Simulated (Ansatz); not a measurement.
**C₂H₈Ge: basis-set convergence**

One table from this session's results is given with a row withheld; the runs are named, their logs left out.

Method: one geometry, several basis sets; program: Ansatz 0.2.0, Gaussian basis.

Levels to be run: PBE0-D4/def2-SVP; ωB97M-V/def2-SVP; PBE0-D4/def2-QZVPP; ωB97M-V/def2-QZVPP; the functionals' def2-TZVPP values are taken from earlier runs.

### The geometry

An earlier PBE0-D4 in a triple-zeta def2 set relaxation fixed the geometry.

SMILES `C[CH2][GeH3]`, 11 atoms, charge 0, spin multiplicity 1.

Atoms are counted from 1 here; the program's logs count them from 0.

Bond lengths: C1–C2 1.522 Å, C1–H4 1.093 Å, C1–H5 1.094 Å, C1–H6 1.093 Å, C2–Ge3 1.960 Å, C2–H7 1.093 Å, C2–H8 1.093 Å, Ge3–H9 1.541 Å, Ge3–H10 1.541 Å, Ge3–H11 1.540 Å. Angles: C2–C1–H4 111.5°, C2–C1–H5 111.5°, C2–C1–H6 111.5°, H4–C1–H5 107.4°, H4–C1–H6 107.3°, H5–C1–H6 107.4°, C1–C2–Ge3 113.0°, C1–C2–H7 110.8°, C1–C2–H8 110.8°, Ge3–C2–H7 107.7°, Ge3–C2–H8 107.7°, H7–C2–H8 106.6°, C2–Ge3–H9 110.0°, C2–Ge3–H10 110.0°, C2–Ge3–H11 111.1°, H9–Ge3–H10 108.2°, H9–Ge3–H11 108.7°, H10–Ge3–H11 108.7°.

Coordinates:

```
C    -0.7767    1.1507   -0.3631
C    -0.4337   -0.3257   -0.5033
Ge    1.0293   -0.8884    0.6735
H     0.0795    1.7859   -0.6051
H    -1.5947    1.4364   -1.0302
H    -1.0855    1.3955    0.6566
H    -0.1424   -0.5612   -1.5306
H    -1.3020   -0.9498   -0.2747
H     0.6504   -0.6342    2.1454
H     2.3023   -0.0801    0.3566
H     1.3387   -2.3861    0.4953
```

The first run:

in.yaml

```yaml
crystal:
  periodic: [false, false, false]
  atoms:
    - {symbol: C, position_ang: [-0.776669, 1.150718, -0.363121]}
    - {symbol: C, position_ang: [-0.433720, -0.325670, -0.503252]}
    - {symbol: Ge, position_ang: [1.029299, -0.888377, 0.673541]}
    - {symbol: H, position_ang: [0.079538, 1.785876, -0.605055]}
    - {symbol: H, position_ang: [-1.594742, 1.436370, -1.030212]}
    - {symbol: H, position_ang: [-1.085539, 1.395497, 0.656551]}
    - {symbol: H, position_ang: [-0.142417, -0.561238, -1.530574]}
    - {symbol: H, position_ang: [-1.302036, -0.949806, -0.274735]}
    - {symbol: H, position_ang: [0.650420, -0.634196, 2.145366]}
    - {symbol: H, position_ang: [2.302319, -0.080055, 0.356577]}
    - {symbol: H, position_ang: [1.338745, -2.386121, 0.495314]}
basis:
  gaussian: {orbitals: def2-SVP}
hamiltonian: {xc: pbe0, dispersion: d4}
output: {orbitals: {seedname: orbitals}}
```

Started as:

```console
$ ansatz run in.yaml --threads 2 --pin off --events-out ev --progress --plain --max-ram 20480MiB --backend cpu
```

Among the steps run: PBE0-D4 in def2-SVP; ωB97M-V in def2-SVP; PBE0-D4 in def2-QZVPP; ωB97M-V in def2-QZVPP.

One of the session's tables, all rows but one given; the rest of the session is left out.

It belongs to the step «Density functionals: the series». 

```
functional       basis  HOMO (eV)  LUMO (eV)
   PBE0-D4    def2-SVP      -8.28       1.26
   PBE0-D4  def2-TZVPP      -8.28       0.83
   PBE0-D4  def2-QZVPP      -8.28       0.49
   ωB97M-V    def2-SVP     -10.46       2.97
   ωB97M-V  def2-TZVPP          ?          ?
   ωB97M-V  def2-QZVPP     -10.48       1.74
```

Q: Estimate the row for ωB97M-V, def2-TZVPP from the others.

**Answer.** HOMO (eV): -10.48; LUMO (eV): 2.33.
